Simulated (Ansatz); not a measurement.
**Alloy of InAs and AlAs (10 of 16 In sites exchanged), 32 atoms with displaced atoms, biaxial strain -2.0 %**

Aim: a base single point, then the same cell under other settings, to see what each one moves.

Program: Ansatz 0.2.0, PAW, plane waves. These are calculated values, not measurements.

## (1) The starting cell

32 atoms (10 Al, 6 In, 16 As); a = 11.413 Å, b = 11.413 Å, c = 5.823 Å, α = 90.00°, β = 90.00°, γ = 90.00°. All atoms were shaken off their sites by about 0.04 Å along each axis.

As a file:

```
CELL_PARAMETERS angstrom
11.41282 0.00000 0.00000
0.00000 11.41282 0.00000
0.00000 0.00000 5.82287
ATOMIC_POSITIONS crystal
Al 0.00523 0.00186 0.99968
Al 0.00318 0.50178 0.00210
Al 0.49826 0.49861 0.99293
Al 0.24944 0.25088 0.00742
Al 0.75340 0.74828 0.00456
Al 0.25624 0.00357 0.49462
Al 0.75223 0.50263 0.50402
Al 0.00604 0.25350 0.49997
Al 0.49678 0.24507 0.50205
Al 0.50096 0.75331 0.50065
In 0.50199 0.99562 0.99370
In 0.24768 0.74488 0.00500
In 0.75317 0.25011 0.00776
In 0.25649 0.50348 0.48291
In 0.74654 0.00653 0.49190
In 0.99499 0.74927 0.49885
As 0.12526 0.12756 0.23877
As 0.12401 0.61928 0.25266
As 0.62098 0.12973 0.25460
As 0.61672 0.62622 0.24148
As 0.37743 0.37438 0.25049
As 0.37309 0.88217 0.25601
As 0.88239 0.37105 0.25025
As 0.87464 0.87052 0.25640
As 0.37864 0.12491 0.75115
As 0.37125 0.62568 0.75081
As 0.87988 0.12328 0.74833
As 0.87452 0.62562 0.76006
As 0.12604 0.37533 0.74352
As 0.12192 0.87392 0.75236
As 0.63011 0.37687 0.74990
As 0.62466 0.87235 0.75244
```

## (2) PBEsol on the given atoms

Input file in.yaml:

```yaml
crystal:
  lattice:
    - [11.412815, 0.000000, 0.000000]
    - [0.000000, 11.412815, 0.000000]
    - [0.000000, 0.000000, 5.822865]
  atoms:
    - { symbol: Al, position: [0.005231, 0.001858, 0.999682] }
    - { symbol: Al, position: [0.003181, 0.501781, 0.002103] }
    - { symbol: Al, position: [0.498256, 0.498610, 0.992926] }
    - { symbol: Al, position: [0.249439, 0.250883, 0.007420] }
    - { symbol: Al, position: [0.753395, 0.748284, 0.004561] }
    - { symbol: Al, position: [0.256242, 0.003572, 0.494615] }
    - { symbol: Al, position: [0.752228, 0.502633, 0.504020] }
    - { symbol: Al, position: [0.006037, 0.253499, 0.499972] }
    - { symbol: Al, position: [0.496781, 0.245066, 0.502054] }
    - { symbol: Al, position: [0.500955, 0.753307, 0.500647] }
    - { symbol: In, position: [0.501993, 0.995624, 0.993703] }
    - { symbol: In, position: [0.247684, 0.744882, 0.005004] }
    - { symbol: In, position: [0.753170, 0.250108, 0.007756] }
    - { symbol: In, position: [0.256490, 0.503478, 0.482910] }
    - { symbol: In, position: [0.746537, 0.006529, 0.491902] }
    - { symbol: In, position: [0.994989, 0.749271, 0.498846] }
    - { symbol: As, position: [0.125256, 0.127559, 0.238774] }
    - { symbol: As, position: [0.124014, 0.619281, 0.252658] }
    - { symbol: As, position: [0.620979, 0.129732, 0.254601] }
    - { symbol: As, position: [0.616716, 0.626220, 0.241477] }
    - { symbol: As, position: [0.377431, 0.374384, 0.250485] }
    - { symbol: As, position: [0.373091, 0.882169, 0.256013] }
    - { symbol: As, position: [0.882389, 0.371049, 0.250253] }
    - { symbol: As, position: [0.874638, 0.870515, 0.256398] }
    - { symbol: As, position: [0.378638, 0.124915, 0.751153] }
    - { symbol: As, position: [0.371249, 0.625683, 0.750814] }
    - { symbol: As, position: [0.879881, 0.123283, 0.748326] }
    - { symbol: As, position: [0.874523, 0.625621, 0.760061] }
    - { symbol: As, position: [0.126041, 0.375333, 0.743524] }
    - { symbol: As, position: [0.121917, 0.873923, 0.752356] }
    - { symbol: As, position: [0.630112, 0.376872, 0.749904] }
    - { symbol: As, position: [0.624663, 0.872347, 0.752440] }
  symmetry: { detect: false }
kpoints:
  mp_grid: { grid: [1, 1, 1], shift: [0.25, 0.25, 0.25] }
hamiltonian:
  xc: pbesol
scf:
  occupations: { method: fermi_dirac, width: 0.01 }
output:
  forces: true
  eigenvalues: true
  stress: true
  populations: true
  eigenstates: { kpoints: [[0.25, 0.25, 0.25]], e_range: [-6.0, 6.0], localisation: true }
```

On the command line:

```console
> ansatz run in.yaml --threads 2 --pin off --max-ram 19000MiB --runs-dir r --events-out ev --progress --plain
```

## (3) Variant: starting moment 4 μB, mixer broyden, density cutoff ratio 3

Edit in.yaml of step 2 so:

```diff
@@ -41,6 +41,12 @@
   mp_grid: { grid: [1, 1, 1], shift: [0.25, 0.25, 0.25] }
+basis: { ecutrho_ratio: 3 }
 hamiltonian:
   xc: pbesol
+magnetization:
+  spin_polarized: true
+  initial_magnetization: 4
 scf:
   occupations: { method: fermi_dirac, width: 0.01 }
+  max_iter: 100
+  mixing: { algorithm: broyden }
 output:
@@ -49,3 +55 @@
   stress: true
-  populations: true
-  eigenstates: { kpoints: [[0.25, 0.25, 0.25]], e_range: [-6.0, 6.0], localisation: true }
```

## (4) Changed settings: charge changed by 1, dispersion D4

Edit in.yaml of step 3 so:

```diff
@@ -41,12 +41,9 @@
   mp_grid: { grid: [1, 1, 1], shift: [0.25, 0.25, 0.25] }
-basis: { ecutrho_ratio: 3 }
 hamiltonian:
   xc: pbesol
-magnetization:
-  spin_polarized: true
-  initial_magnetization: 4
+  dispersion: d4
+total_charge: 1
 scf:
   occupations: { method: fermi_dirac, width: 0.01 }
-  max_iter: 100
-  mixing: { algorithm: broyden }
+  max_iter: 60
 output:
```

## (5) Changed settings: xc grid 1

Edit in.yaml of step 4 so:

```diff
@@ -41,9 +41,8 @@
   mp_grid: { grid: [1, 1, 1], shift: [0.25, 0.25, 0.25] }
+basis: { xc_grid: 1 }
 hamiltonian:
   xc: pbesol
-  dispersion: d4
-total_charge: 1
 scf:
   occupations: { method: fermi_dirac, width: 0.01 }
-  max_iter: 60
+  max_iter: 80
 output:
```

## (6) Variant: functional LDA, dispersion D4, k points Γ alone

Edit in.yaml of step 5 so:

```diff
@@ -38,11 +38,10 @@
     - { symbol: As, position: [0.624663, 0.872347, 0.752440] }
-  symmetry: { detect: false }
 kpoints:
-  mp_grid: { grid: [1, 1, 1], shift: [0.25, 0.25, 0.25] }
-basis: { xc_grid: 1 }
+  mp_grid: { grid: [1, 1, 1] }
 hamiltonian:
-  xc: pbesol
+  xc: lda
+  dispersion: d4
 scf:
   occupations: { method: fermi_dirac, width: 0.01 }
-  max_iter: 80
+  max_iter: 100
 output:
```

## (7) Run again with occupations tetrahedron, charge changed by 1

Edit in.yaml of step 6 so:

```diff
@@ -38,10 +38,11 @@
     - { symbol: As, position: [0.624663, 0.872347, 0.752440] }
+  symmetry: { detect: false }
 kpoints:
-  mp_grid: { grid: [1, 1, 1] }
+  mp_grid: { grid: [1, 1, 1], shift: [0.25, 0.25, 0.25] }
 hamiltonian:
-  xc: lda
-  dispersion: d4
+  xc: pbesol
+total_charge: 1
 scf:
-  occupations: { method: fermi_dirac, width: 0.01 }
-  max_iter: 100
+  occupations: { method: tetrahedron }
+  max_iter: 60
 output:
@@ -50 +51,5 @@
   stress: true
+  write_density: true
+  write_potential: true
+  elf: true
+  volumetric_format: npy
```

Q: Predict the outcome of this session. Wanted: for each run, settings; status; energy from base; forces from base.

The runs gave:

| settings | status | cycles | time | energy from base (meV/atom) | forces from base (eV/Å rms) | filled to empty level on the mesh (eV) |
| --- | --- | --- | --- | --- | --- | --- |
| base | converged | 8 | 29 s (2 CPU threads) | 0 | 0 | 2.34 |
| starting moment 4 μB, mixer broyden, density cutoff ratio 3 | converged, settings too loose | 16 | 29 s (2 CPU threads) | 0.0 | 0.000 | 2.34 |
| charge changed by 1, dispersion D4 | converged | 20 | 19 s (2 CPU threads) | - | 0.095 | - |
| xc grid 1 | converged | 8 | 8.2 s (2 CPU threads) | 0.0 | 0.000 | 2.34 |
| functional LDA, dispersion D4, k points Γ alone | converged | 8 | 5 s (2 CPU threads) | - | 0.048 | 0.95 |
| occupations tetrahedron, charge changed by 1 | converged | 36 | 72 s (2 CPU threads) | - | 0.096 | - |

Among these variants the forces move most with occupations tetrahedron, charge changed by 1 (0.096 eV/Å rms). The base mesh is coarse for so small a cell, so pressure, spacing and their changes aren't converged values of the solid.
